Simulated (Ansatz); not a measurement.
# triplet GeSiNH7: levels of theory compared

Aim: a comparison of 6 runs (UHF/def2-SVP, U-r2SCAN/def2-SVP, UB3LYP/def2-SVP, UBLYP/def2-SVP, USVWN5/def2-SVP, UMP2/def2-SVP) of triplet GeSiNH7. 

The calculation is run with Ansatz 0.2.0.

37 further runs of the same task are left out: 37 set aside as unsound or not needed.

### 1 Starting point

GeSiNH7 has 10 atoms, charge 0, and is taken as a triplet. SMILES of the parent species: `[SiH3][NH][GeH3]`. Geometry: relaxed at PBE0-D4/def2-TZVP. That shape belongs to the parent species and isn't relaxed for this state.

Bond lengths: Si1–N2 1.718 Å, N2–Ge3 1.839 Å, Si1–H4 1.486 Å, Si1–H5 1.489 Å, Si1–H6 1.492 Å, N2–H7 1.009 Å, Ge3–H8 1.534 Å, Ge3–H9 1.543 Å, Ge3–H10 1.538 Å. Some angles: Si1–N2–Ge3 127.5°, Si1–N2–H7 117.0°, Ge3–N2–H7 114.2°, N2–Si1–H4 107.3°, N2–Si1–H5 110.3°, N2–Si1–H6 114.2°, N2–Ge3–H8 106.7°, N2–Ge3–H9 111.7°, N2–Ge3–H10 108.4°, H4–Si1–H5 110.0°.

### 2 A single-point energy at UHF/def2-SVP (run 1)

Input file run.yaml:

```yaml
crystal:
  periodic: [false, false, false]
  atoms:
    - {symbol: Si, position_ang: [-1.146800, 0.522200, -0.945600]}
    - {symbol: "N", position_ang: [0.461400, 0.319100, -0.375700]}
    - {symbol: Ge, position_ang: [1.020100, -0.675800, 1.066200]}
    - {symbol: H, position_ang: [-1.923700, -0.668500, -0.512900]}
    - {symbol: H, position_ang: [-1.160200, 0.627200, -2.430500]}
    - {symbol: H, position_ang: [-1.835500, 1.735800, -0.416100]}
    - {symbol: H, position_ang: [1.159100, 0.952900, -0.736500]}
    - {symbol: H, position_ang: [-0.018900, -1.787400, 1.262400]}
    - {symbol: H, position_ang: [1.119900, 0.180400, 2.345600]}
    - {symbol: H, position_ang: [2.407800, -1.257200, 0.745900]}
basis:
  gaussian:
    orbitals: def2-SVP
magnetization:
  spin_polarized: true
  initial_magnetization: 2
hamiltonian:
  xc: hf
accuracy: high
output:
  orbitals: {seedname: orbitals}
```

On the command line:

```
$ ansatz run run.yaml --threads 1 --pin off --max-ram 3480MiB --events-out events.jsonl --progress --plain --runs-dir runs
```

The log of the run:

```text
Warning: RAYON_NUM_THREADS=1 ignored (pool sized by the plan → 1); use --threads N
Functional definition: HF
  name "HF"
  exchange = exact_x
  correlation = 0
2209 factors; integrals over basis functions are off by at most 4.3e-9 eV
mean field evaluation 1: about -65909.0338 eV, gradient 1.7e1 eV
mean field evaluation 2: about -65909.1107 eV, gradient 1.7e1 eV
mean field evaluation 4: about -65911.9164 eV, gradient 3.5e0 eV
mean field evaluation 8: about -65912.3049 eV, gradient 3.0e-1 eV
mean field evaluation 16: about -65912.3096 eV, gradient 1.1e-7 eV
mean field evaluation 32: about -65910.6809 eV, gradient 3.2e0 eV
mean field evaluation 64: about -65909.4722 eV, gradient 4.6e0 eV
mean field -65912.30956773 eV, -2422.2326996461 hartree, gradient 2.3e-8 eV, S^2 2.010887; 0 other end points of the search recorded, 0 dependent functions left out
reference -65912.30956773 eV, -2422.2326996461 hartree; 31, 29 occupied and 68, 70 virtual orbitals, 2209 factors
Total energy: -65912.30956773 eV, -2422.2326996461 hartree
```

Wall time 9 s (1 thread of Arm Neoverse V1, shared host); peak memory 0.51 GiB.

### 3 A single-point energy at U-r2SCAN/def2-SVP (run 2)

Changes to run.yaml since step 2:

```diff
@@ -1 +1,4 @@
+basis:
+  gaussian:
+    orbitals: def2-SVP
 crystal:
@@ -4,3 +7,3 @@
     - {symbol: Si, position_ang: [-1.146800, 0.522200, -0.945600]}
-    - {symbol: "N", position_ang: [0.461400, 0.319100, -0.375700]}
+    - {symbol: N, position_ang: [0.461400, 0.319100, -0.375700]}
     - {symbol: Ge, position_ang: [1.020100, -0.675800, 1.066200]}
@@ -13,5 +16,2 @@
     - {symbol: H, position_ang: [2.407800, -1.257200, 0.745900]}
-basis:
-  gaussian:
-    orbitals: def2-SVP
 magnetization:
@@ -20,5 +20,4 @@
 hamiltonian:
-  xc: hf
+  xc: r2scan
 accuracy: high
-output:
-  orbitals: {seedname: orbitals}
+output: {orbitals: {seedname: orbitals}}
```

On the command line:

```
$ ansatz run run.yaml --threads 1 --pin off --max-ram 3480MiB --events-out events.jsonl --progress --plain --runs-dir runs
```

The log of the run:

```text
Warning: RAYON_NUM_THREADS=1 ignored (pool sized by the plan → 1); use --threads N
Functional definition: r2SCAN
  name "r2SCAN"
  parameter k0 = 0.174
  parameter k1 = 0.065
  parameter a1 = 4.9479
  exchange = r2scan_x(k0 = k0, k1 = k1, a1 = a1)
  correlation = r2scan_c
2209 factors; integrals over basis functions are off by at most 4.3e-9 eV
mean field evaluation 1: about -65976.3568 eV, gradient 3.7e1 eV
mean field evaluation 2: about -65951.5400 eV, gradient 7.4e1 eV
mean field evaluation 4: about -65981.5532 eV, gradient 8.8e0 eV
mean field evaluation 8: about -65982.2843 eV, gradient 1.6e-1 eV
mean field evaluation 16: about -65982.2800 eV, gradient 3.0e-4 eV
mean field -65982.27995205 eV, -2424.8040638421 hartree, gradient 9.6e-8 eV, S^2 2.007870; 0 other end points of the search recorded, 0 dependent functions left out
reference -65982.27995456 eV, -2424.8040639342 hartree; 31, 29 occupied and 68, 70 virtual orbitals, 2209 factors
Total energy: -65982.27995456 eV, -2424.8040639342 hartree
```

It took 33 s on 1 thread of Arm Neoverse V1, shared host; peak memory 0.49 GiB.

Runs 3 to 5 aren't shown in full; the table further down has their settings and results.

### 4 The energy at UMP2/def2-SVP (run 6)

Input file molecule.yaml:

```yaml
crystal:
  periodic: [false, false, false]
  atoms:
    - {symbol: Si, position_ang: [-1.146800, 0.522200, -0.945600]}
    - {symbol: "N", position_ang: [0.461400, 0.319100, -0.375700]}
    - {symbol: Ge, position_ang: [1.020100, -0.675800, 1.066200]}
    - {symbol: H, position_ang: [-1.923700, -0.668500, -0.512900]}
    - {symbol: H, position_ang: [-1.160200, 0.627200, -2.430500]}
    - {symbol: H, position_ang: [-1.835500, 1.735800, -0.416100]}
    - {symbol: H, position_ang: [1.159100, 0.952900, -0.736500]}
    - {symbol: H, position_ang: [-0.018900, -1.787400, 1.262400]}
    - {symbol: H, position_ang: [1.119900, 0.180400, 2.345600]}
    - {symbol: H, position_ang: [2.407800, -1.257200, 0.745900]}
basis:
  gaussian: {orbitals: def2-SVP}
magnetization: {spin_polarized: true, initial_magnetization: 2}
correlation: {method: mp2, frozen_orbitals: {Ge: 9, H: 0, "N": 1, Si: 5}}
accuracy: high
```

On the command line:

```
$ ansatz run molecule.yaml --threads 1 --pin off --max-ram 3480MiB --events-out events.jsonl --progress --plain --runs-dir runs
```

The log of the run:

```text
Warning: RAYON_NUM_THREADS=1 ignored (pool sized by the plan → 1); use --threads N
[... 4 set-up lines as earlier in the session ...]
2209 factors; integrals over basis functions are off by at most 4.3e-9 eV
mean field evaluation 1: about -65909.0338 eV, gradient 1.7e1 eV
mean field evaluation 2: about -65909.1107 eV, gradient 1.7e1 eV
mean field evaluation 4: about -65911.9164 eV, gradient 3.5e0 eV
mean field evaluation 8: about -65912.3049 eV, gradient 3.0e-1 eV
mean field evaluation 16: about -65912.3096 eV, gradient 1.1e-7 eV
mean field evaluation 32: about -65912.3053 eV, gradient 3.3e-1 eV
mean field -65912.30956773 eV, -2422.2326996461 hartree, gradient 2.3e-8 eV, S^2 2.010887; 3 other end points of the search recorded, 0 dependent functions left out
15 core orbitals not correlated: weight in the atoms' cores, before any rotation towards them, 1.000 or more for the frozen orbitals, at most 0.000 for the correlated occupied ones
reference -65912.30956773 eV, -2422.2326996461 hartree; 16, 14 occupied and 68, 70 virtual orbitals, 2209 factors
second order -13.41973339 eV of doubles, -0.00000000 eV of singles
Total energy: -65925.72930113 eV, -2422.7258657521 hartree
```

Run time: 8.7 s. Hardware: 1 thread of Arm Neoverse V1, shared host; peak memory 0.54 GiB.

### 5 The series

```tsv
run	level	frozen core orbitals	energy (Eh)	HOMO energy (eV)	⟨S²⟩	wall time
1	UHF/def2-SVP	–	-2422.232700	-2.91	2.011	9 s
2	U-r2SCAN/def2-SVP	–	-2424.804064	-1.46	2.008	33 s
3	UB3LYP/def2-SVP	–	-2424.936629	-1.71	2.005	24 s
4	UBLYP/def2-SVP	–	-2424.882544	-1.06	2.003	17 s
5	USVWN5/def2-SVP	–	-2420.058246	-1.40	2.002	9 s
6	UMP2/def2-SVP	15	-2422.725866	–	2.011	8.7 s
```

### 6 Outcome

| quantity | value |
| --- | --- |
| run 6: total energy | -2422.72587 Eh |
| run 6: correlation energy (15 core orbitals frozen) | -493.2 mEh |
| run 6: ⟨S²⟩ of the reference determinant | 2.011 |

Totals of different functionals can't be ranked against each other. All runs together took 1.7 min, the longest 33 s.
